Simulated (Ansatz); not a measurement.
# CaGeN: the cost of one run

Program: Ansatz 0.2.0. Level of theory: DFT PBE, scalar-relativistic, plane waves, PAW. These are calculated values, not measurements.

1 further run of the same task is left out (it didn't finish). Runs told in other sessions of the task aren't counted.

**1. The starting structure**

Symmetry: P4/mmm, No. 123, tetragonal system. Conventional cell: a = 3.550 Å, b = 3.550 Å, c = 4.488 Å, α = 90.00°, β = 90.00°, γ = 90.00°. Around Ca (site symmetry 4/mmm) lie 2 Ge at 2.24 Å. Around Ge (site symmetry 4/mmm) lie 2 Ca at 2.24 Å and 4 N at 2.51 Å. Around N (site symmetry 4/mmm) lie 4 Ge at 2.51 Å.

Structure file:

```cif
data_structure
_symmetry_space_group_name_H-M 'P4/mmm'
_symmetry_Int_Tables_number 123
_cell_length_a 3.5505
_cell_length_b 3.5505
_cell_length_c 4.4879
_cell_angle_alpha 90.000
_cell_angle_beta 90.000
_cell_angle_gamma 90.000
_cell_volume 56.57
loop_
_atom_site_label
_atom_site_type_symbol
_atom_site_symmetry_multiplicity
_atom_site_Wyckoff_symbol
_atom_site_fract_x
_atom_site_fract_y
_atom_site_fract_z
_atom_site_occupancy
Ca1 Ca 1 a 0.00000 0.00000 0.00000 1
Ge1 Ge 1 b 0.00000 0.00000 0.50000 1
N1 N 1 d 0.50000 0.50000 0.50000 1
```

The cell is invented: random cell by space group and Wyckoff sites (P4/mmm, No. 123). The dimensions are guesses.

**2. Probe: one point on a coarse mesh**

input.yaml

```yaml
crystal:
  lattice:
    - [3.55046615, 0.0, 0.0]
    - [0.0, 3.55046615, 0.0]
    - [0.0, 0.0, 4.48785743]
  atoms:
    - { symbol: Ca, position: [0.0, 0.0, 0.0] }
    - { symbol: Ge, position: [0.0, 0.0, 0.5] }
    - { symbol: "N", position: [0.5, 0.5, 0.5] }
basis:
  ecutwfc: 420
kpoints:
  mp_grid: { grid: [6, 6, 4] }
hamiltonian:
  xc: pbe
scf:
  occupations: { method: gaussian, width: 0.1 }
  lower_state_search: "off"
output:
  forces: true
  stress: true
  eigenvalues: true
```

Started as:

```console
$ ansatz run input.yaml --threads 1 --pin off --max-ram 2560MiB --backend cpu --events-out ev --progress --plain --runs-dir out
```

Q: Estimate wall time and peak memory on 1 thread of AMD EPYC 7R43 (Zen 3), shared host.

About 3 s, with a peak of 0.39 GiB.
